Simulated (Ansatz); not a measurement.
# C3H6FNSi: a ladder of functionals and wavefunction methods

Aim: compute C3H6FNSi with functionals from several rungs and with coupled cluster, and see how far each lands from CCSD(T) at the basis-set limit for the atomisation energy.

Program: Ansatz 0.2.0, Gaussian basis. Level of theory: functionals in def2-TZVPP, the program's frozen cores in correlated methods. These are calculated values, not measurements.

Plan: LDA (SPW92), PBE-D4, revPBE-D4, BLYP-D4, r2SCAN-D4, B97M-V, PBE0-D4, B3LYP-D4, r2SCANh-D4, r2SCAN0-D4, HSE06-D4, BHLYP-D4, CAM-B3LYP-D4, LC-ωPBE, ωB97X-V, ωB97M-V, B2PLYP, PBE-QIDH; CCSD(T)/def2-SVP; CCSD(T)/def2-TZVPP; MP2/def2-QZVPP; extrapolation to the limit; RPA on PBE.

### Step 1. The geometry

All runs share one geometry, relaxed beforehand with PBE0-D4 in a triple-zeta def2 set.

SMILES `C[C@@H]1C=N[Si@H]1F`, 12 atoms, charge 0, spin multiplicity 1.

Atoms are counted from 1 here; the program's logs count them from 0.

Bond lengths: C1–C2 1.517 Å, C1–H7 1.093 Å, C1–H8 1.094 Å, C1–H9 1.092 Å, C2–C3 1.523 Å, C2–Si5 1.881 Å, C2–H10 1.095 Å, C3–N4 1.285 Å, C3–H11 1.098 Å, N4–Si5 1.765 Å, Si5–F6 1.592 Å, Si5–H12 1.481 Å. Angles: C2–C1–H7 111.7°, C2–C1–H8 111.5°, C2–C1–H9 110.9°, H7–C1–H8 107.5°, H7–C1–H9 107.6°, H8–C1–H9 107.5°, C1–C2–C3 117.3°, C1–C2–Si5 125.0°, C1–C2–H10 111.2°, C3–C2–Si5 77.3°, C3–C2–H10 109.3°, Si5–C2–H10 112.1°, C2–C3–N4 113.8°, C2–C3–H11 123.5°, N4–C3–H11 122.7°, C3–N4–Si5 87.9°, C2–Si5–N4 80.4°, C2–Si5–F6 119.0° and more.

As a file:

```xyz
12
C3H6FNSi
C     0.97725   -1.10343   -0.55572
C     0.44877    0.05429    0.26966
C    -0.76470   -0.21202    1.15133
N    -1.70660    0.65083    1.01033
Si   -0.79114    1.33324   -0.33522
F    -0.41951    2.87841   -0.23392
H     0.20152   -1.52865   -1.19751
H     1.35638   -1.90853    0.08058
H     1.79768   -0.78019   -1.19930
H     1.24339    0.50513    0.87384
H    -0.84466   -1.07212    1.82974
H    -1.42148    1.12784   -1.65970
```

### Step 2. LDA

This LDA is Slater exchange with PW92 correlation.

Contents of in.yaml:

```yaml
crystal:
  periodic: [false, false, false]
  atoms:
    - {symbol: C, position_ang: [0.977250, -1.103434, -0.555722]}
    - {symbol: C, position_ang: [0.448774, 0.054292, 0.269664]}
    - {symbol: C, position_ang: [-0.764704, -0.212016, 1.151329]}
    - {symbol: N, position_ang: [-1.706601, 0.650831, 1.010328]}
    - {symbol: Si, position_ang: [-0.791141, 1.333236, -0.335224]}
    - {symbol: F, position_ang: [-0.419505, 2.878406, -0.233925]}
    - {symbol: H, position_ang: [0.201519, -1.528646, -1.197510]}
    - {symbol: H, position_ang: [1.356375, -1.908531, 0.080578]}
    - {symbol: H, position_ang: [1.797685, -0.780187, -1.199300]}
    - {symbol: H, position_ang: [1.243390, 0.505128, 0.873843]}
    - {symbol: H, position_ang: [-0.844665, -1.072121, 1.829736]}
    - {symbol: H, position_ang: [-1.421478, 1.127841, -1.659698]}
basis:
  gaussian: {orbitals: def2-TZVPP}
hamiltonian: {xc: lda}
output: {orbitals: {seedname: orbitals}}
```

The run is started by

```
$ ansatz run in.yaml --threads 4 --pin off --events-out ev --progress --plain --max-ram 10444MiB
```

After this run come: PBE-D4 (GGA); revPBE-D4 (GGA); BLYP-D4 (GGA); r2SCAN-D4 (meta-GGA); B97M-V (meta-GGA); B3LYP-D4 (hybrid); r2SCANh-D4 (hybrid); r2SCAN0-D4 (hybrid); HSE06-D4 (hybrid); BHLYP-D4 (hybrid); CAM-B3LYP-D4 (range-separated); LC-ωPBE (range-separated); ωB97X-V (range-separated); ωB97M-V (range-separated); B2PLYP (double hybrid); PBE-QIDH (double hybrid); CCSD(T) in def2-SVP; CCSD(T) in def2-TZVPP; MP2 in def2-QZVPP; RPA on PBE orbitals.

Q: Predict the results of all the runs planned. Wanted: atomisation energy, CCSD(T)/CBS; farthest beyond LDA; mean size of error, GGA; mean size of error, meta-GGA; mean size of error, hybrid; mean size of error, range-separated; mean size of error, double hybrid; gap, smallest and largest; T1 diagnostic.

The runs gave:

```
                               quantity                                                                                               value
        atomisation energy, CCSD(T)/CBS                                                                                     1170.7 kcal/mol
functionals within 5.9 kcal/mol (0.5 %)  revPBE-D4, BLYP-D4, r2SCAN-D4, B97M-V, B3LYP-D4, CAM-B3LYP-D4, LC-ωPBE, ωB97X-V, ωB97M-V, PBE-QIDH
                    farthest beyond LDA                                                                           BHLYP-D4 (-37.2 kcal/mol)
                mean size of error, GGA                                                                                       10.3 kcal/mol
           mean size of error, meta-GGA                                                                                        2.3 kcal/mol
             mean size of error, hybrid                                                                                       12.5 kcal/mol
    mean size of error, range-separated                                                                                        4.5 kcal/mol
      mean size of error, double hybrid                                                                                        7.4 kcal/mol
              gap, smallest and largest                                                           3.88 eV (LDA (SPW92)), 11.79 eV (LC-ωPBE)
                          T1 diagnostic                                                                                              0.0120
triples share of the correlation energy                                                                                               4.0 %
```

What this shows: The LDA atomisation energy is off by 174.0 kcal/mol (15 %): it overbinds. PBE-D4 is off by +29.7 kcal/mol. Double hybrids carry the basis error of their MP2 part in triple zeta, and no dispersion term here, so their miss is partly the set-up's. The rungs meta-GGA, range-separated miss on average by less than the doubt on the reference (5.9 kcal/mol), so they tie. Misses under about 5.9 kcal/mol are within the doubt on the reference itself, which lacks core-valence correlation, relativity and higher excitations. Hartree-Fock recovers 72 % of the binding; the rest is correlation. CCSD(T) in def2-SVP is off by -68.9 kcal/mol, so the small basis spoils what the method gains. Orbital gaps span 3.9 to 11.8 eV; exact exchange widens them.
